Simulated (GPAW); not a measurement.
A run of GPAW 26.7.0 is set up as follows.

The input CdInS2.cif:

```cif
data_CdInS2
_cell_length_a 3.86949614
_cell_length_b 3.86949614
_cell_length_c 6.81052900
_cell_angle_alpha 90.00000000
_cell_angle_beta 90.00000000
_cell_angle_gamma 120.00000000
_space_group_name_H-M_alt 'P1'
_space_group_name_Hall 'P 1'
_space_group_IT_number 1
loop_
_space_group_symop_operation_xyz
'x,y,z'
loop_
_atom_site_label
_atom_site_type_symbol
_atom_site_symmetry_multiplicity
_atom_site_Wyckoff_symbol
_atom_site_fract_x
_atom_site_fract_y
_atom_site_fract_z
_atom_site_occupancy
In1 In 1 a 0.0000000000 0.0000000000 0.5000000000 1
Cd1 Cd 1 a 0.0000000000 0.0000000000 0.0000000000 1
S1 S 1 a 0.3333333333 0.6666666667 0.2449510000 1
S2 S 1 a 0.6666666667 0.3333333333 0.7550490000 1
```

Potentials or basis: GPAW PAW data sets (gpaw-data 1.2.1), pw.

The run is started by

```sh
$ OMP_NUM_THREADS=1 gpaw run CdInS2.cif -p 'mode=PW(600),xc=PBE,kpts={size:(8,8,4),gamma:True},occupations={name:fermi-dirac,width:0.05},nbands=32,convergence={density:1e-05,energy:1e-05},maxiter=150,txt=gpaw.txt' --properties efs -w gs.gpw
```

Task: Estimate the band gap on the k mesh.

Result: None (metal or under the smearing width).

Task: Predict the largest force.

Result: 0.047 eV/Å.

Forces in eV/Å, atoms in the order of the input:
```
In   0.000  0.000  0.000
Cd   0.000  0.000  0.000
S    0.000  0.000 -0.047
S    0.000  0.000  0.047
```
